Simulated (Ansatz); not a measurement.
Born–Oppenheimer molecular dynamics of a periodic cell of 16 atoms, YbH₃ (host YbH3, host structure Fm-3m). It goes on from the last frame of an earlier run, with new velocities.

Theory: DFT r2SCAN, scalar-relativistic, plane waves, PAW in Ansatz. Settings: accuracy low, cutoff 500 eV, k mesh 2x2x2, fermi-dirac smearing 0.05 eV, no spin polarisation.

```json
{
 "ensemble": "NVE (velocity Verlet)",
 "time step": "0.5 fs",
 "steps asked": "110",
 "starting velocities drawn for": "650 K",
 "seed": "452802"
}
```

Frames 0.5 fs apart, positions in Å, forces in eV/Å.

Velocities at 20 fs (Å/ps):

```
Yb -0.89 -0.90 -0.20
H 32.81 -4.41 -7.32
H 18.47 -37.44 15.54
H 50.79 -18.32 44.07
Yb -0.62 -2.50 -1.05
H 18.13 44.45 8.08
H 9.17 -21.88 14.39
H 3.79 -13.43 -4.47
Yb 0.56 1.55 0.94
H 38.01 20.47 -11.39
H -2.73 -26.35 16.44
H 13.97 -21.04 8.97
Yb 0.35 2.50 -0.06
H -33.97 12.92 -10.53
H -8.13 -6.56 -12.95
H -38.80 -39.85 3.91
```

```xyz
16
Lattice="5.2620 0.0000 0.0000 0.0000 5.2620 0.0000 0.0000 0.0000 5.2620" Properties=species:S:1:pos:R:3:forces:R:3 time_fs=20 energy_less_start_eV=0.049 T=624
Yb -0.034 -0.021 0.001 0.15 0.32 -0.14
H 4.034 3.691 3.929 -0.58 0.82 0.15
H 1.472 1.313 1.141 -0.70 -0.42 1.20
H 1.827 2.049 3.188 1.57 0.27 -0.03
Yb 2.567 2.582 0.067 0.62 0.79 -0.45
H 1.699 1.482 3.723 -0.90 -0.11 0.14
H 3.926 4.229 1.389 0.48 -0.98 -0.15
H 0.430 0.281 3.201 -0.07 0.04 -0.62
Yb 2.620 -0.019 2.581 -0.06 0.33 0.71
H 1.469 3.840 1.558 -0.16 -0.04 -0.48
H 3.834 1.545 3.737 0.03 -0.51 0.52
H 0.268 2.312 -0.110 -0.02 -0.04 -0.07
Yb 0.078 2.735 2.661 -1.76 -1.13 -0.22
H 3.677 1.506 1.559 0.62 0.02 -0.26
H 1.137 3.745 4.073 0.75 0.40 0.09
H 2.478 0.029 -0.027 0.02 0.25 -0.38
16
Lattice="5.2620 0.0000 0.0000 0.0000 5.2620 0.0000 0.0000 0.0000 5.2620" Properties=species:S:1:pos:R:3:forces:R:3 time_fs=20.5 energy_less_start_eV=0.031 T=633
Yb -0.034 -0.021 0.001 0.17 0.29 -0.14
H 4.050 3.689 3.926 -0.65 0.82 0.20
H 1.481 1.294 1.151 -0.69 -0.33 1.15
H 1.854 2.041 3.210 1.52 0.84 -0.59
Yb 2.567 2.580 0.067 0.60 0.82 -0.37
H 1.707 1.504 3.728 -1.03 -0.70 0.57
H 3.931 4.216 1.396 0.48 -0.93 -0.16
H 0.431 0.275 3.198 -0.07 0.06 -0.61
Yb 2.620 -0.018 2.582 -0.03 0.30 0.73
H 1.488 3.850 1.551 -0.27 -0.14 -0.44
H 3.833 1.532 3.745 0.07 -0.48 0.51
H 0.275 2.302 -0.105 -0.02 -0.04 -0.07
Yb 0.078 2.736 2.661 -1.58 -1.18 -0.28
H 3.660 1.512 1.554 0.67 0.00 -0.21
H 1.134 3.742 4.066 0.77 0.41 0.12
H 2.458 0.009 -0.025 0.06 0.27 -0.39
16
Lattice="5.2620 0.0000 0.0000 0.0000 5.2620 0.0000 0.0000 0.0000 5.2620" Properties=species:S:1:pos:R:3:forces:R:3 time_fs=21 energy_less_start_eV=0.023 T=638
Yb -0.035 -0.021 0.001 0.19 0.27 -0.15
H 4.064 3.690 3.923 -0.71 0.82 0.24
H 1.488 1.274 1.163 -0.67 -0.24 1.08
H 1.885 2.034 3.230 1.52 1.36 -1.14
Yb 2.567 2.579 0.066 0.57 0.84 -0.29
H 1.712 1.524 3.733 -1.22 -1.24 0.99
H 3.938 4.202 1.403 0.46 -0.88 -0.17
H 0.433 0.268 3.194 -0.06 0.08 -0.60
Yb 2.620 -0.017 2.582 0.00 0.27 0.74
H 1.506 3.860 1.544 -0.37 -0.24 -0.40
H 3.832 1.517 3.756 0.11 -0.45 0.50
H 0.282 2.291 -0.101 -0.01 -0.03 -0.08
Yb 0.078 2.737 2.661 -1.41 -1.23 -0.33
H 3.646 1.519 1.548 0.71 -0.03 -0.16
H 1.132 3.740 4.060 0.79 0.42 0.15
H 2.439 -0.010 -0.025 0.10 0.28 -0.39
16
Lattice="5.2620 0.0000 0.0000 0.0000 5.2620 0.0000 0.0000 0.0000 5.2620" Properties=species:S:1:pos:R:3:forces:R:3 time_fs=21.5 energy_less_start_eV=0.006 T=648
Yb -0.035 -0.022 0.001 0.22 0.25 -0.16
H 4.076 3.693 3.920 -0.76 0.81 0.28
H 1.493 1.253 1.177 -0.65 -0.13 0.99
H 1.920 2.030 3.248 1.54 1.67 -1.50
Yb 2.567 2.578 0.066 0.54 0.85 -0.21
H 1.715 1.542 3.741 -1.42 -1.59 1.22
H 3.945 4.186 1.409 0.43 -0.81 -0.18
H 0.435 0.262 3.188 -0.05 0.11 -0.57
Yb 2.621 -0.017 2.583 0.03 0.24 0.77
H 1.523 3.869 1.536 -0.46 -0.33 -0.35
H 3.831 1.501 3.767 0.15 -0.42 0.48
H 0.288 2.280 -0.097 0.00 -0.02 -0.09
Yb 0.079 2.739 2.661 -1.25 -1.27 -0.37
H 3.633 1.525 1.541 0.75 -0.07 -0.10
H 1.133 3.739 4.054 0.79 0.42 0.18
H 2.420 -0.028 -0.025 0.14 0.29 -0.39
16
Lattice="5.2620 0.0000 0.0000 0.0000 5.2620 0.0000 0.0000 0.0000 5.2620" Properties=species:S:1:pos:R:3:forces:R:3 time_fs=22 energy_less_start_eV=-0.039 T=671
Yb -0.035 -0.022 0.000 0.25 0.23 -0.17
H 4.087 3.697 3.918 -0.80 0.79 0.31
H 1.496 1.232 1.194 -0.63 -0.02 0.89
H 1.958 2.030 3.262 1.48 1.64 -1.53
Yb 2.566 2.577 0.065 0.50 0.86 -0.13
H 1.714 1.555 3.752 -1.52 -1.60 1.13
H 3.954 4.167 1.415 0.39 -0.74 -0.18
H 0.436 0.256 3.180 -0.05 0.12 -0.55
Yb 2.621 -0.016 2.583 0.06 0.21 0.80
H 1.539 3.878 1.527 -0.55 -0.41 -0.31
H 3.830 1.484 3.779 0.20 -0.38 0.47
H 0.295 2.269 -0.093 0.01 -0.01 -0.09
Yb 0.079 2.740 2.661 -1.09 -1.32 -0.39
H 3.622 1.532 1.534 0.79 -0.11 -0.05
H 1.135 3.740 4.049 0.78 0.43 0.20
H 2.401 -0.046 -0.026 0.18 0.31 -0.38
16
Lattice="5.2620 0.0000 0.0000 0.0000 5.2620 0.0000 0.0000 0.0000 5.2620" Properties=species:S:1:pos:R:3:forces:R:3 time_fs=22.5 energy_less_start_eV=-0.112 T=708
Yb -0.036 -0.023 0.000 0.29 0.22 -0.18
H 4.096 3.704 3.917 -0.83 0.76 0.33
H 1.498 1.211 1.213 -0.62 0.09 0.78
H 2.000 2.035 3.273 1.25 1.30 -1.24
Yb 2.566 2.575 0.064 0.47 0.85 -0.06
H 1.710 1.565 3.765 -1.45 -1.31 0.72
H 3.963 4.147 1.420 0.35 -0.66 -0.19
H 0.437 0.250 3.172 -0.05 0.13 -0.51
Yb 2.621 -0.015 2.584 0.09 0.18 0.83
H 1.554 3.885 1.517 -0.63 -0.47 -0.27
H 3.830 1.466 3.793 0.24 -0.35 0.45
H 0.302 2.259 -0.090 0.03 0.00 -0.10
Yb 0.079 2.741 2.661 -0.94 -1.36 -0.40
H 3.612 1.538 1.528 0.83 -0.16 0.00
H 1.140 3.741 4.044 0.77 0.43 0.21
H 2.383 -0.063 -0.028 0.22 0.33 -0.37
16
Lattice="5.2620 0.0000 0.0000 0.0000 5.2620 0.0000 0.0000 0.0000 5.2620" Properties=species:S:1:pos:R:3:forces:R:3 time_fs=23 energy_less_start_eV=-0.191 T=747
Yb -0.036 -0.023 0.000 0.33 0.21 -0.20
H 4.102 3.712 3.917 -0.85 0.73 0.35
H 1.499 1.191 1.234 -0.61 0.21 0.66
H 2.045 2.042 3.281 0.85 0.80 -0.77
Yb 2.566 2.574 0.064 0.43 0.84 0.01
H 1.702 1.572 3.781 -1.20 -0.87 0.14
H 3.973 4.125 1.425 0.30 -0.57 -0.20
H 0.438 0.244 3.162 -0.05 0.14 -0.48
Yb 2.622 -0.014 2.584 0.12 0.15 0.88
H 1.567 3.892 1.506 -0.70 -0.52 -0.23
H 3.831 1.447 3.807 0.28 -0.31 0.43
H 0.309 2.248 -0.086 0.05 0.02 -0.12
Yb 0.079 2.742 2.660 -0.79 -1.39 -0.38
H 3.605 1.543 1.521 0.86 -0.20 0.05
H 1.146 3.743 4.040 0.74 0.43 0.21
H 2.365 -0.079 -0.032 0.25 0.36 -0.36
16
Lattice="5.2620 0.0000 0.0000 0.0000 5.2620 0.0000 0.0000 0.0000 5.2620" Properties=species:S:1:pos:R:3:forces:R:3 time_fs=23.5 energy_less_start_eV=-0.249 T=777
Yb -0.037 -0.024 0.000 0.37 0.20 -0.21
H 4.107 3.722 3.918 -0.85 0.68 0.35
H 1.498 1.170 1.256 -0.61 0.32 0.52
H 2.091 2.052 3.287 0.37 0.30 -0.31
Yb 2.566 2.573 0.063 0.40 0.82 0.06
H 1.691 1.576 3.796 -0.86 -0.44 -0.41
H 3.984 4.102 1.429 0.24 -0.47 -0.21
H 0.439 0.239 3.151 -0.05 0.14 -0.44
Yb 2.622 -0.013 2.585 0.15 0.11 0.93
H 1.579 3.897 1.495 -0.76 -0.56 -0.19
H 3.832 1.427 3.823 0.30 -0.28 0.40
H 0.317 2.237 -0.083 0.06 0.03 -0.13
Yb 0.079 2.743 2.660 -0.65 -1.42 -0.35
H 3.600 1.548 1.514 0.89 -0.26 0.10
H 1.154 3.746 4.036 0.70 0.43 0.21
H 2.348 -0.094 -0.035 0.29 0.38 -0.35
16
Lattice="5.2620 0.0000 0.0000 0.0000 5.2620 0.0000 0.0000 0.0000 5.2620" Properties=species:S:1:pos:R:3:forces:R:3 time_fs=24 energy_less_start_eV=-0.276 T=791
Yb -0.037 -0.024 0.000 0.41 0.20 -0.22
H 4.109 3.734 3.919 -0.84 0.63 0.35
H 1.496 1.151 1.280 -0.61 0.43 0.39
H 2.139 2.062 3.292 -0.10 -0.08 0.04
Yb 2.565 2.572 0.063 0.37 0.79 0.11
H 1.679 1.580 3.811 -0.51 -0.13 -0.83
H 3.995 4.078 1.433 0.18 -0.37 -0.22
H 0.440 0.235 3.139 -0.06 0.14 -0.39
Yb 2.622 -0.013 2.585 0.18 0.07 0.99
H 1.589 3.901 1.484 -0.81 -0.58 -0.15
H 3.834 1.407 3.839 0.32 -0.24 0.38
H 0.324 2.226 -0.080 0.08 0.05 -0.14
Yb 0.079 2.744 2.660 -0.52 -1.44 -0.31
H 3.597 1.553 1.508 0.91 -0.31 0.14
H 1.163 3.750 4.033 0.66 0.42 0.21
H 2.332 -0.108 -0.040 0.32 0.40 -0.33
16
Lattice="5.2620 0.0000 0.0000 0.0000 5.2620 0.0000 0.0000 0.0000 5.2620" Properties=species:S:1:pos:R:3:forces:R:3 time_fs=24.5 energy_less_start_eV=-0.275 T=791
Yb -0.037 -0.025 0.000 0.46 0.19 -0.23
H 4.110 3.747 3.922 -0.82 0.57 0.34
H 1.492 1.133 1.305 -0.61 0.54 0.24
H 2.186 2.072 3.297 -0.49 -0.34 0.24
Yb 2.565 2.571 0.062 0.34 0.76 0.14
H 1.665 1.583 3.824 -0.20 0.06 -1.10
H 4.007 4.053 1.437 0.12 -0.26 -0.23
H 0.441 0.230 3.126 -0.07 0.13 -0.35
Yb 2.622 -0.012 2.586 0.21 0.03 1.06
H 1.597 3.903 1.472 -0.85 -0.58 -0.10
H 3.837 1.387 3.857 0.33 -0.20 0.35
H 0.331 2.216 -0.078 0.09 0.07 -0.16
Yb 0.079 2.745 2.660 -0.40 -1.45 -0.26
H 3.596 1.557 1.502 0.93 -0.35 0.17
H 1.175 3.756 4.030 0.61 0.41 0.20
H 2.316 -0.121 -0.046 0.35 0.43 -0.31
16
Lattice="5.2620 0.0000 0.0000 0.0000 5.2620 0.0000 0.0000 0.0000 5.2620" Properties=species:S:1:pos:R:3:forces:R:3 time_fs=25 energy_less_start_eV=-0.253 T=780
Yb -0.038 -0.025 0.000 0.51 0.19 -0.24
H 4.109 3.762 3.925 -0.79 0.50 0.31
H 1.487 1.115 1.330 -0.62 0.64 0.10
H 2.233 2.081 3.302 -0.79 -0.50 0.32
Yb 2.565 2.570 0.062 0.31 0.73 0.17
H 1.650 1.587 3.834 0.04 0.15 -1.23
H 4.020 4.027 1.440 0.05 -0.15 -0.25
H 0.442 0.226 3.113 -0.08 0.12 -0.31
Yb 2.623 -0.011 2.586 0.24 -0.02 1.12
H 1.603 3.904 1.460 -0.87 -0.57 -0.06
H 3.840 1.365 3.875 0.33 -0.15 0.32
H 0.339 2.205 -0.076 0.11 0.09 -0.17
Yb 0.079 2.747 2.660 -0.29 -1.46 -0.19
H 3.597 1.560 1.496 0.94 -0.40 0.20
H 1.187 3.762 4.028 0.55 0.40 0.18
H 2.301 -0.134 -0.052 0.38 0.45 -0.29
16
Lattice="5.2620 0.0000 0.0000 0.0000 5.2620 0.0000 0.0000 0.0000 5.2620" Properties=species:S:1:pos:R:3:forces:R:3 time_fs=25.5 energy_less_start_eV=-0.218 T=762
Yb -0.038 -0.025 0.000 0.56 0.19 -0.23
H 4.106 3.778 3.929 -0.75 0.43 0.28
H 1.480 1.100 1.356 -0.63 0.74 -0.05
H 2.277 2.089 3.309 -1.01 -0.59 0.32
Yb 2.564 2.568 0.061 0.29 0.69 0.19
H 1.635 1.590 3.841 0.21 0.17 -1.26
H 4.032 4.001 1.442 -0.02 -0.04 -0.27
H 0.442 0.222 3.098 -0.10 0.11 -0.26
Yb 2.623 -0.010 2.587 0.27 -0.08 1.18
H 1.607 3.904 1.448 -0.89 -0.56 -0.01
H 3.844 1.344 3.894 0.32 -0.11 0.29
H 0.347 2.195 -0.074 0.11 0.11 -0.18
Yb 0.079 2.748 2.660 -0.20 -1.46 -0.12
H 3.601 1.562 1.491 0.94 -0.44 0.22
H 1.201 3.769 4.026 0.49 0.38 0.15
H 2.288 -0.145 -0.059 0.40 0.47 -0.26
```

Of the whole run (55 fs, mean temperature of the second half 678 K): The conserved energy stayed within 0.34 meV per atom of its start (net change 0.16 meV per atom), so the integration is sound. A run of 0.055 ps of so small a system gives no equilibrium averages. Limits of this set-up: coarse k mesh, low accuracy level.

The run took 22 min on 2 threads of Intel(R) Xeon(R) Platinum 8259CL CPU @ 2.50GHz (Skylake/Cascade Lake), on a shared host, peak memory 0.79 GiB.
